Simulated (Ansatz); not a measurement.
# ZnS2: the cost of one run

Computed with Ansatz 0.2.0 (DFT r2SCAN, scalar-relativistic, plane waves, PAW, unless a step's input says otherwise).

**1. The starting structure**

It takes space group Pa-3 (No. 205, cubic). The conventional cell has a = 5.945 Å, b = 5.945 Å, c = 5.945 Å, α = 90.00°, β = 90.00°, γ = 90.00°. Around Zn (site symmetry -3) lie 6 S at 2.52 Å. S (site symmetry 3) has 1 S at 2.06 Å and 3 Zn at 2.52 Å as nearest neighbours.

Structure file:

```
Zn S
1.0
     5.94543    0.00000    0.00000
     0.00000    5.94543    0.00000
     0.00000    0.00000    5.94543
Zn S
4 8
Direct
  0.50000 0.50000 0.00000
  0.50000 0.00000 0.50000
  0.00000 0.50000 0.50000
  0.00000 0.00000 0.00000
  0.10025 0.89975 0.39975
  0.89975 0.39975 0.10025
  0.39975 0.10025 0.89975
  0.60025 0.60025 0.60025
  0.89975 0.10025 0.60025
  0.10025 0.60025 0.89975
  0.60025 0.89975 0.10025
  0.39975 0.39975 0.39975
```

The structure comes from the Materials Project (structure only).

(A quick probe on a coarse mesh, which set the mesh and smearing, is not shown.)

**3. Full relaxation**

input.yaml reads:

```yaml
crystal:
  lattice:
    - [5.94543046, 0.0, 0.0]
    - [0.0, 5.94543046, 0.0]
    - [0.0, 0.0, 5.94543046]
  atoms:
    - { symbol: Zn, position: [0.5, 0.5, 0.0] }
    - { symbol: Zn, position: [0.5, 0.0, 0.5] }
    - { symbol: Zn, position: [0.0, 0.5, 0.5] }
    - { symbol: Zn, position: [0.0, 0.0, 0.0] }
    - { symbol: S, position: [0.10024639, 0.89975361, 0.39975361] }
    - { symbol: S, position: [0.89975361, 0.39975361, 0.10024639] }
    - { symbol: S, position: [0.39975361, 0.10024639, 0.89975361] }
    - { symbol: S, position: [0.60024639, 0.60024639, 0.60024639] }
    - { symbol: S, position: [0.89975361, 0.10024639, 0.60024639] }
    - { symbol: S, position: [0.10024639, 0.60024639, 0.89975361] }
    - { symbol: S, position: [0.60024639, 0.89975361, 0.10024639] }
    - { symbol: S, position: [0.39975361, 0.39975361, 0.39975361] }
basis:
  ecutwfc: 500
kpoints:
  mp_grid: { grid: [6, 6, 6] }
hamiltonian:
  xc: r2scan
scf:
  occupations: { method: gaussian, width: 0.02 }
output:
  forces: true
  stress: true
  eigenvalues: true
  write_density: true
  write_potential: true
  elf: true
  volumetric_format: npy
relax:
  adjacent_minimum: "off"
  f_tol: 0.005
  max_steps: 80
  cell: { stress_tol: 0.05 }
```

On the command line:

```sh
$ ansatz run input.yaml --threads 2 --pin off --max-ram 5120MiB --backend cpu --events-out ev --progress --plain --runs-dir out
```

What time and memory should one allow on 2 threads of Intel Xeon 6975P-C (Granite Rapids), shared host?

About 52 s, with a peak of 1.1 GiB.
